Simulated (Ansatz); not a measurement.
# CH₆BNSi: one species, many methods

An exercise on one series of results from a longer session: the logs are not shown, and one member is left open.

The runs use Ansatz 0.2.0, Gaussian basis; functionals in def2-TZVPP, the program's frozen cores in correlated methods.

The runs, in order: LDA (SPW92), PBE-D4, revPBE-D4, BLYP-D4, r2SCAN-D4, B97M-V, PBE0-D4, B3LYP-D4, r2SCANh-D4, r2SCAN0-D4, HSE06-D4, BHLYP-D4, CAM-B3LYP-D4, LC-ωPBE, ωB97X-V, ωB97M-V, B2PLYP, PBE-QIDH; CCSD(T)/def2-SVP; CCSD(T)/def2-TZVPP; MP2/def2-QZVPP; extrapolation to the limit; RPA on PBE.

**The geometry**

All runs share one geometry, relaxed beforehand with PBE0-D4 in a triple-zeta def2 set.

SMILES `CB1N[SiH2]1`, 10 atoms, charge 0, spin multiplicity 1.

Atoms are counted from 1 here; the program's logs count them from 0.

Bond lengths: C1–B2 1.552 Å, C1–H5 1.094 Å, C1–H6 1.094 Å, C1–H7 1.094 Å, B2–N3 1.382 Å, B2–Si4 1.940 Å, N3–Si4 1.755 Å, N3–H8 1.009 Å, Si4–H9 1.488 Å, Si4–H10 1.488 Å. Angles: B2–C1–H5 110.4°, B2–C1–H6 110.2°, B2–C1–H7 113.1°, H5–C1–H6 106.0°, H5–C1–H7 108.5°, H6–C1–H7 108.4°, C1–B2–N3 138.8°, C1–B2–Si4 160.1°, N3–B2–Si4 61.1°, B2–N3–Si4 75.4°, B2–N3–H8 137.6°, Si4–N3–H8 147.1°, B2–Si4–N3 43.6°, B2–Si4–H9 125.6°, B2–Si4–H10 125.6°, N3–Si4–H9 115.0°, N3–Si4–H10 115.0°, H9–Si4–H10 108.8°.

Set-up of the first run:

The input, in.yaml:

```yaml
crystal:
  periodic: [false, false, false]
  atoms:
    - {symbol: C, position_ang: [-1.190182, 0.684239, -1.058673]}
    - {symbol: B, position_ang: [-0.118927, 0.085433, -0.108763]}
    - {symbol: N, position_ang: [0.362532, -1.154865, 0.263945]}
    - {symbol: Si, position_ang: [1.313813, -0.011246, 1.195391]}
    - {symbol: H, position_ang: [-1.890824, 1.309515, -0.497754]}
    - {symbol: H, position_ang: [-0.717653, 1.343525, -1.792958]}
    - {symbol: H, position_ang: [-1.760208, -0.078534, -1.596277]}
    - {symbol: H, position_ang: [0.178337, -2.122295, 0.043322]}
    - {symbol: H, position_ang: [1.137403, -0.102076, 2.669606]}
    - {symbol: H, position_ang: [2.768610, -0.004996, 0.885163]}
basis:
  gaussian: {orbitals: def2-TZVPP}
hamiltonian: {xc: lda}
output: {orbitals: {seedname: orbitals}}
```

Run with:

```console
> ansatz run in.yaml --threads 2 --pin off --events-out ev --progress --plain --max-ram 4352MiB
```

Among the steps run: LDA; PBE-D4 (GGA); revPBE-D4 (GGA); BLYP-D4 (GGA); r2SCAN-D4 (meta-GGA); B97M-V (meta-GGA); PBE0-D4 (hybrid); B3LYP-D4 (hybrid); r2SCANh-D4 (hybrid); r2SCAN0-D4 (hybrid); HSE06-D4 (hybrid); BHLYP-D4 (hybrid); CAM-B3LYP-D4 (range-separated); LC-ωPBE (range-separated); ωB97X-V (range-separated); ωB97M-V (range-separated); B2PLYP (double hybrid); PBE-QIDH (double hybrid).

One of the session's tables, all rows but one given; the rest of the session is left out.

It belongs to the step «Frontier levels by functional». 

| functional | HOMO (eV) | gap (eV) |
| --- | --- | --- |
| LDA (SPW92) | -5.78 | 4.75 |
| PBE-D4 | -5.69 | 4.81 |
| revPBE-D4 | -5.64 | 4.84 |
| BLYP-D4 | -5.56 | 4.78 |
| r2SCAN-D4 | -5.87 | 5.35 |
| B97M-V | -5.94 | 5.23 |
| PBE0-D4 | -6.76 | 6.72 |
| B3LYP-D4 | -6.57 | 6.30 |
| r2SCANh-D4 | -6.27 | 6.03 |
| r2SCAN0-D4 | -6.88 | 7.05 |
| HSE06-D4 | -6.36 | 5.95 |
| BHLYP-D4 | -7.74 | 8.51 |
| CAM-B3LYP-D4 | -8.05 | 8.96 |
| LC-ωPBE | -9.34 | 11.42 |
| ωB97X-V | ? | ? |
| ωB97M-V | -8.83 | 10.42 |

**Question.** Estimate the row for ωB97X-V.

The run gave: HOMO (eV): -9.02; gap (eV): 10.95. In the column «HOMO (eV)» it lies between LC-ωPBE (-9.34) and ωB97M-V (-8.83).
